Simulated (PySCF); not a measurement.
**Changing the system itself: SnH⁺**

One physical setting of the base script is moved in each run, with the edits that it forces.

Program: PySCF 2.14.0. Level of theory: method and basis as typed in the scripts. These are calculated values, not measurements.

3 further runs of the same task are left out: 1 for a known fault of the program, 2 that didn't finish.

## (1) Starting geometry

SnH⁺: 2 atoms, charge 1, spin multiplicity 1.

Bond lengths: Sn1–H2 1.859 Å.

## (2) Base script

Input file input.py:

```python
from pyscf import gto, scf, mp

mol = gto.M(
    atom='Sn 0 0 0; H 0 0 1.859',
    basis='def2-tzvp',
    ecp={'Sn': 'def2-tzvp'},
    charge=1,
    spin=0,
    verbose=4,
)
mf = scf.RHF(mol)
mf.kernel()
mp.MP2(mf, frozen=4).kernel()
mf.dip_moment()
print('orbital energies (hartree):', mf.mo_energy[..., max(0, mol.nelec[1]-3):mol.nelec[0]+3].round(4))
```

Started as:

```console
> OMP_NUM_THREADS=1 python input.py
```

Its log is not repeated here.

It gives: E(SCF) = -213.652869 Eh, 8 cycles, E(MP2) − E(SCF) = -0.27418 Eh.

The bond length is a typed value, not an optimised one. The dipole of an ion depends on the origin.

## (3) Bond 1.729 Å

Edit 1 changes bond length: 1.859 Å → 1.729 Å.

Input file input.py:

```python
from pyscf import gto, scf, mp

mol = gto.M(
    atom='Sn 0 0 0; H 0 0 1.729',
    basis='def2-tzvp',
    ecp={'Sn': 'def2-tzvp'},
    charge=1,
    spin=0,
    verbose=4,
)
mf = scf.RHF(mol)
mf.kernel()
mp.MP2(mf, frozen=4).kernel()
mf.dip_moment()
print('orbital energies (hartree):', mf.mo_energy[..., max(0, mol.nelec[1]-3):mol.nelec[0]+3].round(4))
```

Started as:

```console
> OMP_NUM_THREADS=1 python input.py
```

## (4) Bond 5.577 Å

Edit 2 changes bond length: 1.859 Å → 5.577 Å.

Edit input.py of step 2 so:

```diff
@@ -3,3 +3,3 @@
 mol = gto.M(
-    atom='Sn 0 0 0; H 0 0 1.859',
+    atom='Sn 0 0 0; H 0 0 5.577',
     basis='def2-tzvp',
```

## (5) Charge +3 (UHF)

Edit 3 changes charge: 1 → 3; SCF type: RHF → UHF.

Input file input.py:

```python
from pyscf import gto, scf, mp

mol = gto.M(
    atom='Sn 0 0 0; H 0 0 1.859',
    basis='def2-tzvp',
    ecp={'Sn': 'def2-tzvp'},
    charge=3,
    spin=0,
    verbose=4,
)
mf = scf.UHF(mol)
mf.kernel()
mp.MP2(mf, frozen=4).kernel()
mf.dip_moment()
print('orbital energies (hartree):', [e[max(0, n-3):n+3].round(4) for e, n in zip(mf.mo_energy, mol.nelec)])
```

Q: Predict the outcome of this session. Wanted: for each run, E(SCF); from base; gap; after the SCF.

As calculated:

| run | E(SCF) (hartree) | from base (eV) | cycles | gap (eV) | after the SCF |
| --- | --- | --- | --- | --- | --- |
| base | -213.652869 | 0 | 8 | 9.69 | MP2 correlation -7.461 eV, core frozen |
| bond 1.729 Å | -213.655786 | -0.0794 | 8 | 9.89 | MP2 correlation -7.465 eV, core frozen |
| bond 5.577 Å | -213.417862 | +6.3949 | 14 | 2.88 | MP2 correlation -10.686 eV, core frozen |
| charge +3 (UHF) | -212.148338 | +40.9404 | 9 | 12.98 | MP2 correlation -6.094 eV, core frozen |

Of the runs whose energies can be compared, “bond 5.577 Å” moves the SCF energy most (+6.395 eV). With bond 5.577 Å the frontier gap moves by over 1.5 eV, which can mean another electronic state rather than the bond length alone.
